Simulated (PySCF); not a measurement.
# Sm²⁺ (septet): the SCF solver's settings

The same problem is solved with other solver options, one edit a run.

Computed with PySCF 2.14.0. Level: method and basis as typed in the scripts.

2 further runs of the same task are left out: 2 that didn't finish.

**1. The atom**

Sm²⁺ (septet): 1 atom, charge 2, spin multiplicity 7.

**2. The run that the others are compared with**

The input, input.py:

```python
from pyscf import gto, scf

mol = gto.M(
    atom='Sm 0 0 0',
    basis='cc-pvdz-dk',
    charge=2,
    spin=6,
    symmetry=True,
    verbose=3,
)
mf = scf.ROHF(mol)
mf = mf.sfx2c1e()
mf.kernel()
mf.analyze()
print('orbital energies (hartree):', mf.mo_energy[..., max(0, mol.nelec[1]-3):mol.nelec[0]+3].round(4))
```

Run with:

```sh
$ python input.py
```

Its log is not repeated here.

In short: E(SCF) = -10422.339035 Eh.

No search for the lowest state was made; open d or f shells can end in a higher solution. The septet is typed in the script; nothing here shows that it is the ground state.

**3. Initial guess hcore**

Variant 1 changes initial guess: minao → hcore.

The input, input.py:

```python
from pyscf import gto, scf

mol = gto.M(
    atom='Sm 0 0 0',
    basis='cc-pvdz-dk',
    charge=2,
    spin=6,
    symmetry=True,
    verbose=3,
)
mf = scf.ROHF(mol)
mf = mf.sfx2c1e()
mf.init_guess = 'hcore'
mf.kernel()
mf.analyze()
print('orbital energies (hartree):', mf.mo_energy[..., max(0, mol.nelec[1]-3):mol.nelec[0]+3].round(4))
```

Run with:

```sh
$ python input.py
```

**4. Initial guess sap**

Variant 2 changes initial guess: minao → sap.

input.py: that of step 2 with these lines changed.

```diff
@@ -12,2 +12,3 @@
 mf = mf.sfx2c1e()
+mf.init_guess = 'sap'
 mf.kernel()
```

**5. Level shift 0.1 hartree**

Variant 3 changes level shift: none → 0.1 hartree.

input.py: that of step 2 with these lines changed.

```diff
@@ -12,2 +12,3 @@
 mf = mf.sfx2c1e()
+mf.level_shift = 0.1
 mf.kernel()
```

Before running it: what results should come out? Wanted: for each run, E(SCF); from base.

The runs gave:

| run | E(SCF) (hartree) | from base (eV) |
| --- | --- | --- |
| base | -10422.339035 | 0 |
| initial guess hcore | -10422.338664 | +0.0101 |
| initial guess sap | -10422.339035 | 0.0000 |
| level shift 0.1 hartree | -10422.339035 | 0.0000 |

What this shows: The SCF energy stays the same, to the digits that matter, with initial guess sap or level shift 0.1 hartree. With initial guess hcore the SCF ends in another solution, 0.01 eV higher: the path to self-consistency decides the state here.
